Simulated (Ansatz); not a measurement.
**C₄H₆F₄: taking an electron away**

An exercise on one series of results from a longer session: the logs are not shown, and one member is left open.

Computed with Ansatz 0.2.0, Gaussian basis. Level: unrestricted cation, the program's frozen cores in correlated methods.

Levels to be run: UKS PBE-D4/def2-TZVPP; UKS r2SCAN-D4/def2-TZVPP; UKS PBE0-D4/def2-TZVPP; UKS B3LYP-D4/def2-TZVPP; UKS wB97X-V/def2-TZVPP; UKS wB97M-V/def2-TZVPP; UKS B2PLYP/def2-TZVPP; UHF-CCSD(T)/def2-TZVPP; UHF-MP2/def2-QZVPP; extrapolation to the limit; then −ε(HOMO) from the neutral's earlier runs with LDA (SPW92), PBE-D4, revPBE-D4, BLYP-D4, r2SCAN-D4, B97M-V, PBE0-D4, B3LYP-D4, r2SCANh-D4, r2SCAN0-D4, HSE06-D4, BHLYP-D4, CAM-B3LYP-D4, LC-ωPBE, ωB97X-V, ωB97M-V.

## The relaxed structure

The geometry comes from an earlier relaxation with PBE0-D4 in a triple-zeta def2 set; it is a stationary point, not always the lowest conformer.

14 atoms, charge 0, spin multiplicity 1.

Atoms are counted from 1 here; the program's logs count them from 0.

Bond lengths: F1–C2 1.383 Å, C2–C3 1.517 Å, C2–H9 1.093 Å, C2–H10 1.091 Å, C3–C4 1.515 Å, C3–C6 1.513 Å, C3–H11 1.095 Å, C4–F5 1.383 Å, C4–H12 1.094 Å, C4–H13 1.091 Å, C6–F7 1.362 Å, C6–F8 1.358 Å, C6–H14 1.093 Å. Angles: F1–C2–C3 109.1°, F1–C2–H9 107.9°, F1–C2–H10 108.2°, C3–C2–H9 111.6°, C3–C2–H10 110.8°, H9–C2–H10 109.1°, C2–C3–C4 111.1°, C2–C3–C6 111.2°, C2–C3–H11 108.3°, C4–C3–C6 110.9°, C4–C3–H11 108.4°, C6–C3–H11 106.7°, C3–C4–F5 109.7°, C3–C4–H12 111.1°, C3–C4–H13 110.3°, F5–C4–H12 107.9°, F5–C4–H13 108.3°, H12–C4–H13 109.4° and more.

The first run:

Input file in.yaml:

```yaml
crystal:
  periodic: [false, false, false]
  atoms:
    - {symbol: F, position_ang: [0.662761, -1.856347, -1.407327]}
    - {symbol: C, position_ang: [-0.354883, -1.052576, -0.927599]}
    - {symbol: C, position_ang: [0.160721, -0.249174, 0.252010]}
    - {symbol: C, position_ang: [1.235178, 0.726570, -0.180979]}
    - {symbol: F, position_ang: [1.796702, 1.327342, 0.931387]}
    - {symbol: C, position_ang: [-0.966498, 0.468748, 0.961112]}
    - {symbol: F, position_ang: [-1.647201, 1.261518, 0.087011]}
    - {symbol: F, position_ang: [-1.855393, -0.428504, 1.460154]}
    - {symbol: H, position_ang: [-0.683500, -0.403443, -1.743598]}
    - {symbol: H, position_ang: [-1.183895, -1.695268, -0.626004]}
    - {symbol: H, position_ang: [0.596724, -0.944563, 0.976968]}
    - {symbol: H, position_ang: [0.818568, 1.514896, -0.815172]}
    - {symbol: H, position_ang: [2.025455, 0.204031, -0.722996]}
    - {symbol: H, position_ang: [-0.617638, 1.097671, 1.783734]}
basis:
  gaussian: {orbitals: def2-TZVPP}
total_charge: 1
magnetization: {spin_polarized: true, initial_magnetization: 1}
hamiltonian: {xc: pbe, dispersion: d4}
```

Command:

```bash
ansatz run in.yaml --threads 2 --pin off --events-out ev --progress --plain --max-ram 32768MiB --backend cuda --devices 0, --max-vram 18GiB
```

Among the steps run: Cation, UKS PBE-D4/def2-TZVPP; Cation, UKS r2SCAN-D4/def2-TZVPP; Cation, UKS PBE0-D4/def2-TZVPP; Cation, UKS B3LYP-D4/def2-TZVPP; Cation, UKS wB97X-V/def2-TZVPP; Cation, UKS wB97M-V/def2-TZVPP; Cation, UKS B2PLYP (frozen core)/def2-TZVPP; Cation, UHF-CCSD(T)/def2-TZVPP; Cation, UHF-MP2/def2-QZVPP.

One table of the session follows, with a row left open; its other results are not shown here.

Orbital estimates, from the neutral's runs:

| functional | −ε(HOMO) (eV) |
| --- | --- |
| LDA (SPW92) | 8.00 |
| PBE-D4 | 7.84 |
| revPBE-D4 | 7.77 |
| BLYP-D4 | 7.82 |
| r2SCAN-D4 | 8.23 |
| B97M-V | ? |
| PBE0-D4 | 9.58 |
| B3LYP-D4 | 9.37 |
| r2SCANh-D4 | 8.87 |
| r2SCAN0-D4 | 9.84 |
| HSE06-D4 | 9.17 |
| BHLYP-D4 | 11.29 |
| CAM-B3LYP-D4 | 11.11 |
| LC-ωPBE | 12.37 |
| ωB97X-V | 12.06 |
| ωB97M-V | 11.97 |

**Question.** Estimate the row for B97M-V.

The run gave: −ε(HOMO) (eV): 8.40. In the column «−ε(HOMO) (eV)» it lies between r2SCAN-D4 (8.23) and r2SCANh-D4 (8.87).
